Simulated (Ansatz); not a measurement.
# CHISSi: the cost of one run

Method: RKS PBE-D4/def2-SVP, in Ansatz 0.2.0.

## 1. The structure to begin with

Bond lengths: S1–Si2 2.136 Å, Si2–C3 1.719 Å, C3–I4 2.126 Å, S1–H5 1.334 Å. Angles: S1–Si2–C3 156.5°, Si2–S1–H5 95.0°, Si2–C3–I4 124.5°.

Coordinates:

```xyz
5

S     1.3325    1.6690    0.7539
Si    0.2391   -0.0635    0.1505
C    -0.2787   -1.3080   -0.9159
I    -1.6698   -2.8321   -0.4021
H     0.3769    2.5346    0.4136
```

## 2. End point A

input.yaml reads:

```yaml
crystal:
  periodic: [false, false, false]
  atoms:
    - { symbol: S, position_ang: [1.33249, 1.66898, 0.7539] }
    - { symbol: Si, position_ang: [0.23911, -0.06352, 0.15047] }
    - { symbol: C, position_ang: [-0.27867, -1.30798, -0.91585] }
    - { symbol: I, position_ang: [-1.66978, -2.83208, -0.40212] }
    - { symbol: H, position_ang: [0.37685, 2.5346, 0.41359] }
basis:
  gaussian: { orbitals: def2-SVP }
hamiltonian:
  xc: pbe
  dispersion: d4
relax:
  f_tol: 0.015
  max_steps: 40
output:
  orbitals: {}
```

Started as:

```sh
$ ansatz run input.yaml --threads 1 --pin off --max-ram 2048MiB --backend cpu --events-out ev --progress --plain --runs-dir out
```

What time and memory should one allow on 1 thread of AMD EPYC 9R45 (Zen 5), shared host?

About 12 s, with a peak of 0.16 GiB.
